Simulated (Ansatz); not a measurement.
**CH₃BClFO: basis-set convergence**

The task here is to estimate one member of a computed series from the others.

Computed with Ansatz 0.2.0, Gaussian basis. Level: one geometry, several basis sets.

Levels to be run: PBE0-D4/def2-SVP; ωB97M-V/def2-SVP; PBE0-D4/def2-QZVPP; ωB97M-V/def2-QZVPP; the functionals' def2-TZVPP values are taken from earlier runs.

## The relaxed structure

An earlier PBE0-D4 in a triple-zeta def2 set relaxation fixed the geometry.

SMILES `OC(F)BCl`, 8 atoms, charge 0, spin multiplicity 1.

Atoms are counted from 1 here; the program's logs count them from 0.

Bond lengths: O1–C2 1.377 Å, O1–H6 0.962 Å, C2–F3 1.399 Å, C2–B4 1.589 Å, C2–H7 1.097 Å, B4–Cl5 1.733 Å, B4–H8 1.189 Å. Angles: C2–O1–H6 109.9°, O1–C2–F3 110.4°, O1–C2–B4 107.3°, O1–C2–H7 112.0°, F3–C2–B4 106.9°, F3–C2–H7 105.2°, B4–C2–H7 114.8°, C2–B4–Cl5 119.9°, C2–B4–H8 120.8°, Cl5–B4–H8 119.3°.

Set-up of the first run:

The input, in.yaml:

```yaml
crystal:
  periodic: [false, false, false]
  atoms:
    - {symbol: O, position_ang: [-0.045544, 0.346895, 1.395699]}
    - {symbol: C, position_ang: [0.458898, 0.058770, 0.147328]}
    - {symbol: F, position_ang: [1.315070, -1.045417, 0.209214]}
    - {symbol: B, position_ang: [-0.767165, -0.356727, -0.774672]}
    - {symbol: Cl, position_ang: [-1.105675, 0.541101, -2.217197]}
    - {symbol: H, position_ang: [0.620530, 0.802361, 1.920178]}
    - {symbol: H, position_ang: [1.073178, 0.877479, -0.246575]}
    - {symbol: H, position_ang: [-1.457192, -1.281562, -0.489875]}
basis:
  gaussian: {orbitals: def2-SVP}
hamiltonian: {xc: pbe0, dispersion: d4}
output: {orbitals: {seedname: orbitals}}
```

Among the steps run: PBE0-D4 in def2-SVP; ωB97M-V in def2-SVP; PBE0-D4 in def2-QZVPP; ωB97M-V in def2-QZVPP.

One of the session's tables, all rows but one given; the rest of the session is left out.

It belongs to the step «Density functionals: the series». 

| functional | basis | HOMO (eV) | LUMO (eV) |
| --- | --- | --- | --- |
| PBE0-D4 | def2-SVP | -8.46 | -1.64 |
| PBE0-D4 | def2-TZVPP | -8.63 | -1.86 |
| PBE0-D4 | def2-QZVPP | -8.67 | -1.91 |
| ωB97M-V | def2-SVP | ? | ? |
| ωB97M-V | def2-TZVPP | -10.94 | 0.22 |
| ωB97M-V | def2-QZVPP | -10.99 | 0.14 |

Q: Estimate the row for ωB97M-V, def2-SVP from the others.

As computed: HOMO (eV): -10.74; LUMO (eV): 0.51. In the column «HOMO (eV)» it lies between ωB97M-V, def2-TZVPP (-10.94) and PBE0-D4, def2-QZVPP (-8.67).
